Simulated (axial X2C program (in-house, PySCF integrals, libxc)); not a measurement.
# A two-component session on SrS⁺: properties at the nuclei

Aim: properties at the nuclei of SrS⁺, with spin–orbit coupling in the Hamiltonian from the start.

Method: two-component X2C with atomic mean-field terms, Sr dyall-cv3z, S dyall-av3z; program: an in-house X2C program for linear molecules on PySCF integrals.

All values are calculated.

## (1) The job

task.json reads:

```json
{"zs": [38, 16], "q": 1, "bas": ["dyall-cv3z", "dyall-av3z"], "r0": 2.51, "levels": ["PBE0", "HF", "r2SCAN", "BP86", "PBE50"], "nst": 3}
```

Keys: zs atomic numbers; q charge; bas basis sets; r0 starting distance in Å; levels methods (HF also brings MP2); nst determinants followed.

On the command line:

```console
> python soeom.py task.json out
```

Further steps of the session: Expectation values, lowest determinant; Expectation values, a higher determinant.

What does the calculation give? Wanted: lowest determinant; Eeff magnitude; Ws magnitude Sr; A∥/gI Sr; qzz Sr; higher determinant (for each run or level that gives them).

As calculated:

| quantity | value |
| --- | --- |
| lowest determinant | Ω = 3/2 (excess of +ω over −ω: ω = 3/2) |
| Eeff magnitude (GV/cm), PBE0 | 0.0595 |
| Ws magnitude Sr (kHz), PBE0 | 0.0145 |
| A∥/gI Sr (MHz), PBE0 | -9.25 |
| qzz Sr (a.u.), PBE0 | -1.03 |
| higher determinant | Ω = 1/2 (excess of +ω over −ω: ω = 1/2) |
| Eeff magnitude (GV/cm), PBE0, higher determinant | 0.0799 |
| Ws magnitude Sr (kHz), PBE0, higher determinant | 0.0722 |
| A∥/gI Sr (MHz), PBE0, higher determinant | 108 |
| qzz Sr (a.u.), PBE0, higher determinant | -1.03 |

**Reading.** In the first state, the effective field runs from 0.0405 to 0.107 GV/cm over the mean-field levels, so the levels don't agree on it. The expectation values come from single determinants, which for open shells can mix terms of unlike spin or miss the lowest Ω, so a determinant need not be a state. Eeff is the effective electric field on the electron dipole moment in this Ω state and Ws the scalar–pseudoscalar constant (defined with the proton number Z and per Ω); A∥ is the parallel hyperfine constant, which follows by multiplying with the nuclear g factor gI = μI/(I μN); qzz is the electric field gradient, eQq0 = 234.96 MHz × Q/barn × qzz. The operators were transformed with the bare-nucleus X2C matrices. A second determinant lies within 0.1 eV of the first, so their order is not settled at this level.
